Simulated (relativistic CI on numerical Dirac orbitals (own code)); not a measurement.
# Ions of technetium: ground levels and radial parameters

Each member is run with a single configuration, to see the trend of ground level, magnetic moment, spin-orbit coupling and shell size.

Program: relativistic CI on numerical Dirac orbitals (own code) version 3. Level of theory: Dirac-Coulomb-Breit CI, KLI orbitals optimised for each configuration, model QED (radiative potential, 1s self-energy scaled to tabulated hydrogen-like ionisation energies), valence Slater integrals scaled by 0.9. These are calculated values, not measurements, unless marked.

## 1. What is computed

* members: Tc³⁰⁺ [Ne] 3s2 3p, Tc³²⁺ [Ne] 3s, Tc³⁴⁺ [He] 2s2 2p5, Tc³⁵⁺ [He] 2s2 2p4
* Slater scale: 0.9

## 2. Tc³⁰⁺, [Ne] 3s2 3p

Settings, as recorded:

```ini
atom Tc  Z=43  charge=30  electrons=13
nucleus A=97  rms_radius_fm=4.4112
hamiltonian dirac-coulomb  breit=on  qed=on  c_scale=1
orbitals kli  potential=per-configuration
slater_scale 0.9
correlation none
mixing on
configurations
  [Ne] 3s2 3p
end
```

Command:

```
$ python run_levels.py task.json out
```

One command runs all members of the session, one after another, from task.json.

## 3. Tc³²⁺, [Ne] 3s

The settings differ from step 2 so:

```diff
@@ -1,2 +1,2 @@
-atom Tc  Z=43  charge=30  electrons=13
+atom Tc  Z=43  charge=32  electrons=11
 nucleus A=97  rms_radius_fm=4.4112
@@ -8,3 +8,3 @@
 configurations
-  [Ne] 3s2 3p
+  [Ne] 3s
 end
```

## 4. Tc³⁴⁺, [He] 2s2 2p5

The settings differ from step 3 so:

```diff
@@ -1,2 +1,2 @@
-atom Tc  Z=43  charge=32  electrons=11
+atom Tc  Z=43  charge=34  electrons=9
 nucleus A=97  rms_radius_fm=4.4112
@@ -8,3 +8,3 @@
 configurations
-  [Ne] 3s
+  [He] 2s2 2p5
 end
```

## 5. Tc³⁵⁺, [He] 2s2 2p4

Settings, as recorded:

```ini
atom Tc  Z=43  charge=35  electrons=8
nucleus A=97  rms_radius_fm=4.4112
hamiltonian dirac-coulomb  breit=on  qed=on  c_scale=1
orbitals kli  potential=per-configuration
slater_scale 0.9
correlation none
mixing on
configurations
  [He] 2s2 2p4
end
```

(Steps that only read results are left out.)

**Question.** What will these runs give? Wanted: lowest levels; largest moment; ζ, first and last; <r>, first and last.

The runs gave:

| quantity | value |
| --- | --- |
| lowest levels | Tc³⁰⁺ 2P°1/2, Tc³²⁺ 2S1/2, Tc³⁴⁺ 2P°3/2, Tc³⁵⁺ 3P2 |
| largest moment | 3.32 μB (Tc³⁵⁺) |
| ζ, first and last | 3p 154000, 2p 671000 cm⁻¹ |
| <r>, first and last | 3p 0.349, 2p 0.124 bohr |

In words: The open shell changes along the series (3p, 3s, 2p), so ζ and <r> compare only within one shell. The largest moment belongs to Tc³⁵⁺. All lowest levels keep an LS purity of 70 % or more.
